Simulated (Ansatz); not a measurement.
# Ba3InBP2: the cost of one run

Program: Ansatz 0.2.0. Level of theory: DFT PBE, scalar-relativistic, plane waves, PAW, unless a step names another level. These are calculated values, not measurements.

### 1 The system as given

It takes space group R32 (No. 155, trigonal). Conventional cell: a = 8.405 Å, b = 8.405 Å, c = 12.578 Å, α = 90.00°, β = 90.00°, γ = 120.00°. Ba (site symmetry 2) has 1 B at 3.01 Å and 2 In at 3.42 Å as nearest neighbours. Around In (site symmetry 32) lie 6 Ba at 3.42 Å. Around B (site symmetry 32) lie 2 P at 1.78 Å. P (site symmetry 3) is surrounded by 1 B at 1.78 Å.

Coordinates:

```
Ba In B P
1.0
     4.20262    2.42638    4.19264
    -4.20262    2.42638    4.19264
     0.00000   -4.85277    4.19264
Ba In B P
3 1 1 2
Direct
  0.14236 0.85764 0.50000
  0.50000 0.14236 0.85764
  0.85764 0.50000 0.14236
  0.00000 0.00000 0.00000
  0.50000 0.50000 0.50000
  0.64157 0.64157 0.64157
  0.35843 0.35843 0.35843
```

It came out lowest among 28 distinct ends of the trial cells. At a tolerance of 0.05 Å it has space group R32 (No. 155).

### 2 A stricter relaxation, on the response runs' mesh and smearing

input.yaml reads:

```yaml
crystal:
  lattice:
    - [4.2026195724, 2.4263835414, 4.1926387497]
    - [-4.2026195724, 2.4263835414, 4.1926387497]
    - [0.0, -4.8527670828, 4.1926387497]
  atoms:
    - { symbol: Ba, position: [0.1423566225, 0.8576433775, 0.5] }
    - { symbol: Ba, position: [0.5, 0.1423566225, 0.8576433775] }
    - { symbol: Ba, position: [0.8576433775, 0.5, 0.1423566225] }
    - { symbol: In, position: [0.0, 0.0, 0.0] }
    - { symbol: B, position: [0.5, 0.5, 0.5] }
    - { symbol: P, position: [0.641565772, 0.641565772, 0.641565772] }
    - { symbol: P, position: [0.358434228, 0.358434228, 0.358434228] }
basis:
  ecutwfc: 420
kpoints:
  mp_grid: { grid: [6, 6, 6] }
hamiltonian:
  xc: pbe
scf:
  occupations: { method: gaussian, width: 0.1 }
output:
  forces: true
  stress: true
  eigenvalues: true
relax:
  adjacent_minimum: "off"
  f_tol: 0.001
  max_steps: 60
  cell: { stress_tol: 0.01 }
```

Command:

```console
$ ansatz run input.yaml --threads 3 --pin off --max-ram 7680MiB --backend cpu --events-out ev --progress --plain --runs-dir out
```

Q: Estimate wall time and peak memory on 3 threads of Intel Xeon 6975P-C (Granite Rapids), shared host.

About 22 s, with a peak of 0.73 GiB.
